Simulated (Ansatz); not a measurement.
**WH₃ (sextet): wave-function methods side by side at a displaced geometry (v2), def2-SVP**

One table from this session's results is given with a row withheld; the runs are named, their logs left out.

The runs use Ansatz 0.2.0, Gaussian basis; def2-SVP, core rule «outside noble gas», up to 4 orbitals frozen.

Plan: UHF; CCSD(T) on ROHF; CCSD(T) on UHF; CISD as a restricted active space (open shells left free, so some higher excitations enter); CCSDT(Q) on ROHF; CCSDT(Q) on UHF; CASSCF and MRCISD+Q, 9 electrons in 9 orbitals; CASSCF and NEVPT2, 9 electrons in 9 orbitals.

24 further runs of the same task are left out: 5 for a known fault of the program, 7 that didn't finish, 12 set aside as unsound or not needed. Runs told in other sessions of the task aren't counted.

**What is computed**

The geometry is a PBE0/def2-TZVP stationary point (not a proven minimum) with its atoms shifted at random (size 0.100 Å). No spin-orbit coupling is included. Elements past krypton take def2 core potentials.

4 atoms, charge 0, spin multiplicity 6.

Atoms are counted from 1 here; the program's logs count them from 0.

Bond lengths: W1–H2 1.714 Å, W1–H3 1.815 Å, W1–H4 1.789 Å. Angles: H2–W1–H3 90.3°, H2–W1–H4 93.1°, H3–W1–H4 175.3°.

Set-up of the first run:

File in.yaml:

```yaml
crystal:
  periodic: [false, false, false]
  atoms:
    - {symbol: W, position_ang: [0.001393, -0.008577, -0.000198]}
    - {symbol: H, position_ang: [-0.163481, 1.697202, 0.011396]}
    - {symbol: H, position_ang: [-0.086861, -0.038744, 1.812017]}
    - {symbol: H, position_ang: [-0.003752, -0.094014, -1.787371]}
basis:
  gaussian: {orbitals: def2-SVP}
magnetization: {spin_polarized: true, initial_magnetization: 5}
hamiltonian: {xc: hf}
output: {orbitals: {seedname: orbitals}}
```

Started as:

```console
$ ansatz run in.yaml --threads 1 --pin off --events-out ev --progress --plain --max-ram 2393MiB
```

Among the steps run: UHF; CCSD(T) on ROHF; CCSD(T) on UHF; CISD as a restricted active space (open shells left free, so some higher excitations enter); CCSDT(Q) on ROHF; CCSDT(Q) on UHF; CASSCF and MRCISD+Q, 9 electrons in 9 orbitals; CASSCF and NEVPT2, 9 electrons in 9 orbitals.

One of the session's tables, all rows but one given; the rest of the session is left out.

| method | from RCCSDT(Q) (kcal/mol) |
| --- | --- |
| RMP2 | +17.94 |
| UMP2 | +17.72 |
| RCCSD | +3.85 |
| UCCSD | +1.68 |
| RCCSD(T) | ? |
| UCCSD(T) | -1.28 |
| RCCSDT | +0.19 |
| UCCSDT | -1.79 |
| RCCSDT(Q) | 0 |
| UCCSDT(Q) | -1.97 |
| CASSCF valence | +76.78 |
| NEVPT2 valence | +19.55 |
| MRCISD valence | +6.96 |
| MRCISD+Q valence | +2.49 |

Q: Estimate the row for RCCSD(T) from the others.

The run gave: from RCCSDT(Q) (kcal/mol): +0.72. In the column «from RCCSDT(Q) (kcal/mol)» it lies between RCCSDT (+0.19) and UCCSD (+1.68).

Not comparable, so not listed: CISD as a restricted active space (open shells left free, so some higher excitations enter) (they don't share determinant, frozen orbitals or solution with the rows shown, or repeat one).

To keep in mind: The report flags that the cluster equations may have other roots. Left out of the table: ROHF, UHF (another determinant or state than the rows shown). The program flags RCCSD(T), UCCSD(T), RCCSDT(Q), UCCSDT(Q) as in doubt, so the zero of the table is itself unsure. Warnings: coupled cluster took another determinant than the lowest. Restricted and unrestricted rows rest on different reference determinants; a gap between their highest levels can come from leftover correlation error, from unlike frozen cores or from another state.
